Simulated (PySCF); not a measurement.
**C₄H₁₃BN₂: electronic excitations**

What electronic excitations should C₄H₁₃BN₂ (`CC[C@H](C)NBN`) show?

The runs use PySCF 2.14.0, with density-fitted response routines of our own; the level of theory stands in each step. All values are computed, except where a source is named. Atoms count from 0, in the outputs and in this text.

## (1) The starting structure

20 atoms, charge 0, multiplicity 1; geometry from: GFN2-xTB.

Bonds of the start (Å): C0–C1 1.52, C1–C2 1.54, C2–C3 1.53, C2–N4 1.44, N4–B5 1.40, B5–N6 1.40, C0–H7 1.09, C0–H8 1.09, C0–H9 1.09, C1–H10 1.09, C1–H11 1.09, C2–H12 1.09, C3–H13 1.09, C3–H14 1.09, C3–H15 1.09, N4–H16 1.01, B5–H17 1.17, N6–H18 1.00, N6–H19 1.00.

## (2) Excited states and response: CAM-B3LYP/def2-SVPD

What the job is given:

```
{"job": {"kind": "uv", "xc": "CAM-B3LYP", "basis": "def2-SVPD", "nstates": 8, "ntriplets": 3}, "charge": 0, "multiplicity": 1}
C     -1.765185     0.804842     1.085448
C     -1.603116    -0.137472    -0.101080
C     -0.149932    -0.179767    -0.600536
C     -0.041005    -1.019207    -1.879502
N      0.727641    -0.697516     0.422450
B      1.878007    -0.126849     0.987101
N      2.361761     1.133406     0.608176
H     -1.555057     1.830298     0.788753
H     -1.072768     0.530151     1.877883
H     -2.779304     0.761307     1.476096
H     -1.904798    -1.147110     0.189845
H     -2.252889     0.182622    -0.918220
H      0.165507     0.843069    -0.827957
H      0.993880    -1.051351    -2.212224
H     -0.651794    -0.594484    -2.672596
H     -0.374343    -2.038320    -1.692371
H      0.444367    -1.616433     0.725085
H      2.455959    -0.728674     1.813810
H      3.181403     1.543243     1.014947
H      1.936517     1.718923    -0.088144
```

With the program's defaults for keys left out, this is: TDDFT CAM-B3LYP/def2-SVPD, vertical, gas phase, core orbitals frozen in the response.

On the command line:

```
$ OMP_NUM_THREADS=1 python probes_run.py task.json out
```

One launch serves the whole session: the jobs run in the order shown.

Predict these results of the whole session: lowest singlet (CAM-B3LYP/def2-SVPD); brightest single state of those computed; lowest triplet.

**Answer**, as computed:

| quantity | value |
| --- | --- |
| lowest singlet (CAM-B3LYP/def2-SVPD) | 6.18 eV (201 nm), f = 0.001 |
| brightest single state of those computed | state 4, 7.48 eV, f = 0.208 |
| lowest triplet | 6.02 eV |

What this shows: The lowest singlet, at 6.18 eV, is HOMO→LUMO 0.90 and is dark; of the 8 states computed, the strongest absorption comes from state 4 at 7.48 eV. The lowest triplet lies 0.16 eV below the lowest singlet (triplets in Tamm-Dancoff, singlets in full TDDFT).
